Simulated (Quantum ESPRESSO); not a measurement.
# MnPt2 (P-3m1) in Quantum ESPRESSO: phonons with PBE

Aim: the phonons of MnPt2 with PBE.

All numbers are computed with Quantum ESPRESSO 7.5; they aren't measurements. Logs are shortened: lines on timing, memory, paths and dates and some standing lists are left out, and cuts for length are marked.

## Step 1: Starting point

Symmetry: P-3m1, No. 164, trigonal system. The conventional cell has a = 2.858 Å, b = 2.858 Å, c = 6.533 Å, α = 90.00°, β = 90.00°, γ = 120.00°. Pt (site symmetry 3m) has 3 Mn at 2.64 Å and 9 Pt at 2.86 to 2.91 Å as nearest neighbours. Mn (site symmetry -3m) has 6 Pt at 2.64 Å and 6 Mn at 2.86 Å as nearest neighbours.

The cell comes from a database or a generator and needn't be the stable form of this composition.

## Step 2: Phonons, PBE, collinear spin, ferromagnetic start

pw.in reads:

```
&CONTROL
  calculation = 'scf'
  prefix = 'pwscf'
  outdir = './tmp'
  pseudo_dir = './pseudo'
  tprnfor = .true.
  tstress = .true.
  disk_io = 'low'
/
&SYSTEM
  ibrav = 0
  celldm(1) = 8
  nat = 3
  ntyp = 2
  ecutwfc = 45
  ecutrho = 360
  nbnd = 36
  occupations = 'smearing'
  smearing = 'gaussian'
  degauss = 0.00999582
  nspin = 2
  starting_magnetization(1) = 0
  starting_magnetization(2) = 0.2667
/
&ELECTRONS
  conv_thr = 6d-10
  electron_maxstep = 120
  mixing_beta = 0.3
/
ATOMIC_SPECIES
Pt   195.0840 pt_pbe_v1.4.uspp.F.UPF
Mn    54.9380 mn_pbe_v1.5.uspp.F.UPF
CELL_PARAMETERS alat
  0.6752001959141   0.0000000000000   0.0000000000000
 -0.3376000979571   0.5847405223138   0.0000000000000
  0.0000000000000   0.0000000000000   1.5430804335028
ATOMIC_POSITIONS crystal
Pt     0.6666666667    0.3333333333    0.3162060000
Pt     0.3333333333    0.6666666667    0.6837940000
Mn     0.0000000000    0.0000000000    0.0000000000
K_POINTS automatic
11 11 4 0 0 0
```

relax.in reads:

```
&CONTROL
  calculation = 'vc-relax'
  prefix = 'pwscf'
  outdir = './tmp'
  pseudo_dir = './pseudo'
  tprnfor = .true.
  tstress = .true.
  disk_io = 'low'
  nstep = 40
  forc_conv_thr = 0.0001
  etot_conv_thr = 1d-06
/
&SYSTEM
  ibrav = 0
  celldm(1) = 8
  nat = 3
  ntyp = 2
  ecutwfc = 45
  ecutrho = 360
  nbnd = 36
  occupations = 'smearing'
  smearing = 'gaussian'
  degauss = 0.00999582
  nspin = 2
  starting_magnetization(1) = 0
  starting_magnetization(2) = 0.2667
/
&ELECTRONS
  conv_thr = 6d-10
  electron_maxstep = 120
  mixing_beta = 0.3
/
&IONS
  ion_dynamics = 'bfgs'
/
&CELL
  cell_dynamics = 'bfgs'
  press = 0
  press_conv_thr = 0.2
/
ATOMIC_SPECIES
Pt   195.0840 pt_pbe_v1.4.uspp.F.UPF
Mn    54.9380 mn_pbe_v1.5.uspp.F.UPF
CELL_PARAMETERS alat
  0.6752001959210   0.0000000000000   0.0000000000000
 -0.3376000979605   0.5847405223079   0.0000000000000
  0.0000000000000   0.0000000000000   1.5430804335028
ATOMIC_POSITIONS crystal
Pt     0.6666666667    0.3333333333    0.3162060000
Pt     0.3333333333    0.6666666667    0.6837940000
Mn     0.0000000000    0.0000000000    0.0000000000
K_POINTS automatic
11 11 4 0 0 0
```

scf2.in reads:

```
&CONTROL
  calculation = 'scf'
  prefix = 'pwscf'
  outdir = './tmp'
  pseudo_dir = './pseudo'
  tprnfor = .true.
  tstress = .true.
  disk_io = 'low'
/
&SYSTEM
  ibrav = 0
  celldm(1) = 8
  nat = 3
  ntyp = 2
  ecutwfc = 45
  ecutrho = 360
  nbnd = 36
  occupations = 'smearing'
  smearing = 'gaussian'
  degauss = 0.00999582
  nspin = 2
  starting_magnetization(1) = 0
  starting_magnetization(2) = 0.2667
/
&ELECTRONS
  conv_thr = 1d-13
  electron_maxstep = 120
  mixing_beta = 0.3
  startingpot = 'file'
  startingwfc = 'file'
/
ATOMIC_SPECIES
Pt   195.0840 pt_pbe_v1.4.uspp.F.UPF
Mn    54.9380 mn_pbe_v1.5.uspp.F.UPF
CELL_PARAMETERS alat
  0.6692603619654   0.0000000000068   0.0000000000000
 -0.3346301809886   0.5795964752046   0.0000000000000
  0.0000000000000   0.0000000000000   1.5578006640362
ATOMIC_POSITIONS crystal
Pt     0.6666666667    0.3333333333    0.3166799593
Pt     0.3333333333    0.6666666667    0.6833200407
Mn     0.0000000000    0.0000000000    0.0000000000
K_POINTS automatic
11 11 4 0 0 0
```

ph.in reads:

```
phonons of MnPt2
&INPUTPH
  prefix = 'pwscf'
  outdir = './tmp'
  tr2_ph = 1d-18
  fildyn = 'dyn'
  niter_ph = 90
  alpha_mix(1) = 0.4
/
0.0000000000 0.0000000000 0.0000000000
```

dynmat.in reads:

```
&INPUT
  fildyn = 'dyn'
  asr = 'crystal'
  filout = 'dynmat.disp'
  fileig = 'dynmat.eig'
/
```

Potentials or basis: GBRV 1.5 PBE.

On the command line:

```bash
OMP_NUM_THREADS=1 mpirun -n 4 pw.x -nk 4 -in pw.in > pw.out
OMP_NUM_THREADS=1 mpirun -n 4 pw.x -nk 4 -in relax.in > relax.out
OMP_NUM_THREADS=1 mpirun -n 4 pw.x -nk 4 -in scf2.in > scf2.out
OMP_NUM_THREADS=1 mpirun -n 4 ph.x -nk 4 -in ph.in > ph.out
OMP_NUM_THREADS=1 mpirun -n 1 dynmat.x -in dynmat.in > dynmat.out
```

pw.out:

```text
This program is part of the open-source Quantum ESPRESSO suite
     for quantum simulation of materials; please cite
[... 6 lines left out ...]
     using ibrav=0 with symmetry is DISCOURAGED, use correct ibrav instead

     K-points division:     npool     =       4
     Subspace diagonalization in iterative solution of the eigenvalue problem:
     a serial algorithm will be used

     G-vector sticks info
     --------------------
     sticks:   dense  smooth     PW     G-vecs:    dense   smooth      PW
     Sum         733     361    121                35979    12713    2213

     Using Slab Decomposition

     bravais-lattice index     =            0
     lattice parameter (alat)  =       8.0000  a.u.
     unit-cell volume          =     311.9279 (a.u.)^3
     number of atoms/cell      =            3
     number of atomic types    =            2
     number of electrons       =        47.00
     number of Kohn-Sham states=           36
     kinetic-energy cutoff     =      45.0000  Ry
     charge density cutoff     =     360.0000  Ry
     scf convergence threshold =      6.0E-10
     mixing beta               =       0.3000
     number of iterations used =            8  plain     mixing
     Exchange-correlation=  SLA  PW   PBX  PBC
                           (   1   4   3   4   0   0   0)

     celldm(1)=   8.000000  celldm(2)=   0.000000  celldm(3)=   0.000000
     celldm(4)=   0.000000  celldm(5)=   0.000000  celldm(6)=   0.000000

     crystal axes: (cart. coord. in units of alat)
               a(1) = (   0.675200   0.000000   0.000000 )
               a(2) = (  -0.337600   0.584741   0.000000 )
               a(3) = (   0.000000   0.000000   1.543080 )

     reciprocal axes: (cart. coord. in units 2 pi/alat)
               b(1) = (  1.481042  0.855080 -0.000000 )
               b(2) = (  0.000000  1.710160  0.000000 )
               b(3) = (  0.000000 -0.000000  0.648054 )

     PseudoPot. # 1 for Pt read from file:
     pt_pbe_v1.4.uspp.F.UPF
     Pseudo is Ultrasoft + core correction, Zval = 16.0
     Generated by new atomic code, or converted to UPF format
     Using radial grid of  985 points,  6 beta functions with:
                l(1) =   0
                l(2) =   0
                l(3) =   1
                l(4) =   1
                l(5) =   2
                l(6) =   2
     Q(r) pseudized with  8 coefficients,  rinner =    1.300   1.300   1.300
                                                       1.300   1.300

     PseudoPot. # 2 for Mn read from file:
     mn_pbe_v1.5.uspp.F.UPF
     Pseudo is Ultrasoft + core correction, Zval = 15.0
     Generated by new atomic code, or converted to UPF format
     Using radial grid of  859 points,  6 beta functions with:
                l(1) =   0
                l(2) =   0
                l(3) =   1
                l(4) =   1
                l(5) =   2
                l(6) =   2
     Q(r) pseudized with  8 coefficients,  rinner =    0.950   0.950   0.950
                                                       0.950   0.950

     atomic species   valence    mass     pseudopotential
     Pt               16.00   195.08400     Pt( 1.00)
     Mn               15.00    54.93800     Mn( 1.00)

     Starting magnetic structure
     atomic species   magnetization
     Pt              0.000
     Mn              0.267

     12 Sym. Ops., with inversion, found

   Cartesian axes

     site n.     atom                  positions (alat units)
         1        Pt     tau(   1) = (   0.3376001   0.1949135   0.4879313  )
         2        Pt     tau(   2) = (  -0.0000000   0.3898270   1.0551491  )
         3        Mn     tau(   3) = (   0.0000000   0.0000000   0.0000000  )

     number of k points=    58  Gaussian smearing, width (Ry)=  0.0100
                       cart. coord. in units 2pi/alat
        k(    1) = (   0.0000000   0.0000000   0.0000000), wk =   0.0020661
        k(    2) = (   0.0000000   0.0000000   0.1620136), wk =   0.0041322
        k(    3) = (   0.0000000   0.0000000  -0.3240272), wk =   0.0020661
        k(    4) = (   0.0000000   0.1554691   0.0000000), wk =   0.0123967
        k(    5) = (   0.0000000   0.1554691   0.1620136), wk =   0.0123967
        k(    6) = (   0.0000000   0.1554691  -0.3240272), wk =   0.0123967
[... 50 lines left out ...]
        k(   57) = (  -0.2692804   0.6218765  -0.1620136), wk =   0.0247934
        k(   58) = (  -0.2692804   0.7773456  -0.1620136), wk =   0.0247934

     Dense  grid:    35979 G-vectors     FFT dimensions: (  36,  36,  75)

     Smooth grid:    12713 G-vectors     FFT dimensions: (  24,  24,  54)

     Check: negative core charge=   -0.000007
     Generating pointlists ...
     new r_m :   0.2576 (alat units)  2.0610 (a.u.) for type    1
     new r_m :   0.2576 (alat units)  2.0610 (a.u.) for type    2

     Initial potential from superposition of free atoms

     starting charge      45.4999, renormalised to      47.0000

     negative rho (up, down):  1.894E-01 1.896E-01
     Starting wfcs are   37 randomized atomic wfcs

     Self-consistent Calculation

     iteration #  1     ecut=    45.00 Ry     beta= 0.30
     Davidson diagonalization with overlap
     ethr =  1.00E-02,  avg # of iterations =  5.2

     negative rho (up, down):  1.797E-01 1.795E-01

     total energy              =    -631.38918813 Ry
     estimated scf accuracy    <       5.10812664 Ry

     total magnetization       =     2.60 Bohr mag/cell
     absolute magnetization    =     2.77 Bohr mag/cell

     iteration #  2     ecut=    45.00 Ry     beta= 0.30
     Davidson diagonalization with overlap
     ethr =  1.00E-02,  avg # of iterations =  2.1

     negative rho (up, down):  1.797E-01 1.795E-01

     total energy              =    -631.09026973 Ry
     estimated scf accuracy    <      22.56210292 Ry

     total magnetization       =     0.87 Bohr mag/cell
     absolute magnetization    =     0.96 Bohr mag/cell

     iteration #  3     ecut=    45.00 Ry     beta= 0.30
     Davidson diagonalization with overlap
     ethr =  1.00E-02,  avg # of iterations =  1.7

     negative rho (up, down):  1.770E-01 1.758E-01
[... 136 lines left out ...]
     total magnetization       =     4.57 Bohr mag/cell
     absolute magnetization    =     4.69 Bohr mag/cell

     iteration # 15     ecut=    45.00 Ry     beta= 0.30
     Davidson diagonalization with overlap
     ethr =  1.42E-10,  avg # of iterations =  1.5

     negative rho (up, down):  1.778E-01 1.714E-01

     total energy              =    -632.64611824 Ry
     estimated scf accuracy    <          1.9E-09 Ry

     total magnetization       =     4.57 Bohr mag/cell
     absolute magnetization    =     4.69 Bohr mag/cell

     iteration # 16     ecut=    45.00 Ry     beta= 0.30
     Davidson diagonalization with overlap
     ethr =  4.09E-12,  avg # of iterations =  2.4

     negative rho (up, down):  1.778E-01 1.714E-01

     Magnetic moment per site  (integrated on atomic sphere of radius R)
     atom   1 (R=0.258)  charge= 13.6072  magn=  0.3204
     atom   2 (R=0.258)  charge= 13.6072  magn=  0.3204
     atom   3 (R=0.258)  charge= 13.4918  magn=  3.7617

     End of self-consistent calculation

     Number of k-points >= 100: set verbosity='high' to print the bands.

     the Fermi energy is    19.1812 ev

!    total energy              =    -632.64611824 Ry
     estimated scf accuracy    <          2.2E-10 Ry
     smearing contrib. (-TS)   =      -0.00149606 Ry
     internal energy E=F+TS    =    -632.64462218 Ry

     The total energy is F=E-TS. E is the sum of the following terms:
     one-electron contribution =    -151.88545386 Ry
     hartree contribution      =     110.41666403 Ry
     xc contribution           =    -140.50076763 Ry
     ewald contribution        =    -450.67506472 Ry

     total magnetization       =     4.57 Bohr mag/cell
     absolute magnetization    =     4.69 Bohr mag/cell

     convergence has been achieved in  16 iterations

     negative rho (up, down):  1.778E-01 1.714E-01

     Forces acting on atoms (cartesian axes, Ry/au):

     atom    1 type  1   force =     0.00000000    0.00000000    0.00147932
     atom    2 type  1   force =    -0.00000000   -0.00000000   -0.00147932
     atom    3 type  2   force =     0.00000000   -0.00000000    0.00000000

     Total force =     0.002092     Total SCF correction =     0.000083

     Computing stress (Cartesian axis) and pressure

     negative rho (up, down):  1.778E-01 1.714E-01
          total   stress  (Ry/bohr**3)                   (kbar)     P=      -10.85
  -0.00013476  -0.00000000   0.00000000          -19.82       -0.00        0.00
  -0.00000000  -0.00013476  -0.00000000           -0.00      -19.82       -0.00
   0.00000000  -0.00000000   0.00004830            0.00       -0.00        7.10

=------------------------------------------------------------------------------=
   JOB DONE.
=------------------------------------------------------------------------------=
```

It took 29 min on 4 MPI ranks of Arm Neoverse V1, shared host; peak memory 0.64 GiB.

What came out:

| Item | Value |
| --- | --- |
| Free energy | -8607.5942 eV |
| Relaxed volume | 15.28 Å³/atom |
| Relaxed cell | a = 2.833 Å, b = 2.833 Å, c = 6.595 Å, α = 90.00°, β = 90.00°, γ = 120.00° |
| Space group after relaxing (to 0.05 Å) | P-3m1 (No. 164) |
| Pressure after relaxing | 0.0 GPa |
| Band gap on the k mesh | none (metal or under the smearing width) |
| Net moment | 4.54 μB per cell |
| Absolute moment | 4.66 μB per cell |
| Site moments | Pt +0.32; Mn +3.74 μB |
| Valence electrons inside the program's atomic spheres | Pt 13.61; Mn 13.49 |
| Highest phonon frequency at Γ | 269 cm⁻¹ |

Step by step:
```tsv
step	energy change (eV)	largest force (eV/Å)	pressure (GPa)	volume (Å³)
1	0.0000	0.0380	-1.08	46.22
2	-0.0032	0.0349	-0.18	45.97
3	-0.0055	0.0169	0.26	45.81
4	-0.0062	0.0018	0.20	45.80
5	-0.0062	0.0039	0.05	45.83
6	-0.0062	0.0030	0.00	45.84
7	-0.0062	0.0019	-0.01	45.85
```

Final structure:
```xyz
3
Lattice="2.8333 0.0000 0.0000 -1.4166 2.4537 0.0000 0.0000 0.0000 6.5948" Properties=species:S:1:pos:R:3 pbc="T T T"
Pt    1.4166    0.8179    2.0884
Pt    0.0000    1.6358    4.5064
Mn    0.0000    0.0000    0.0000
```

Phonon frequencies in cm⁻¹ (negative: imaginary):
| q point | frequencies |
| --- | --- |
| (0.000, 0.000, 0.000) | -1 3 3 53 53 120 120 138 269 |

Optical modes at Γ, degenerate ones joined:
| cm⁻¹ | components | symmetry | active in |
| --- | --- | --- | --- |
| 53 | 2 | Eg | Raman |
| 120 | 2 | Eu | IR |
| 138 | 1 | A1g | Raman |
| 269 | 1 | A2u | IR |

Caveat: the mesh is thin for the phonons of a metal. Spin-orbit coupling is left out, which matters for the levels of Pt.
